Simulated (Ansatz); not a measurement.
Working through a rigid torsion scan of CH₅B₂NS, SMILES BNBC=S

With Ansatz 0.2.0 through its Python package.

Interactive session:
```pycon
>>> import ansatz as az
>>> from ase import Atoms
>>> atoms = Atoms(["B", "N", "B", "C", "S", "H", "H", "H", "H", "H"], positions=[
...     (-1.5162, -0.6753, 0.4088),
...     (-0.1782, -1.0331, -0.0806),
...     (0.7494, 0.1149, 0.2323),
...     (1.3017, 1.1518, -0.8566),
...     (0.8439, 0.9693, -2.2431),
...     (-1.7689, -0.4003, 1.5413),
...     (-2.4472, -0.6653, -0.3517),
...     (0.1594, -1.8359, 0.4855),
...     (1.0884, 0.3377, 1.4132),
...     (1.8509, 1.985, -0.5462),
... ])
>>> # start the scan from a relaxed geometry
>>> first = (
...     az.Crystal.molecule_from_ase(atoms).calculation()
...     .basis(gaussian="def2-SVP")  # atom-centred Gaussian functions
...     .functional("R2SCAN0")
...     .relax(force_tolerance=0.02, max_steps=80)  # relax until the tolerances are met
... )
>>> atoms.positions = first.run(threads=1).report["positions_ang"]
>>> start = atoms.get_dihedral(1, 2, 3, 4)
>>> energies = {}
>>> for turn in range(0, 360, 40):
...     turned = atoms.copy()
...     turned.set_dihedral(1, 2, 3, 4, start + turn, indices=[3, 4, 9])
...     calc = az.Crystal.molecule_from_ase(turned).calculation()
...     calc = calc.basis(gaussian="def2-SVP").functional("R2SCAN0")
...     energies[round((start + turn) % 360)] = calc.run(threads=1).report["free_energy_ev"]
...
>>> floor = min(energies.values())
>>> print("dihedral N1-B2-C3-S4 (deg)   E - E(min) (kJ/mol)")
dihedral N1-B2-C3-S4 (deg)   E - E(min) (kJ/mol)
>>> for angle, e in sorted(energies.items()):
...     print(f"{angle:8d} {96.485332 * (e - floor):14.3f}  " + "#" * int(30 * (e - floor) / max(max(energies.values()) - floor, 1e-9)))
...
      17        157.479  ##############################
      57         22.596  ####
      97          2.605
     137          5.231
     177         10.731  ##
     217          5.751  #
     257          0.000
     297          9.470  #
     337         81.233  ###############
```

The scan is rigid and the energies are electronic, in a modest basis. With rigid groups the curve can differ much from the relaxed path, the start wasn't checked as a minimum of this torsion, and equivalent turns needn't return to the same energy. Timing: 4.4 min on 1 thread of Arm Neoverse V1, on a shared host, peak memory 0.3 GiB.

(A comment or docstring line of the script was reworded after the run, the code is as it ran.)
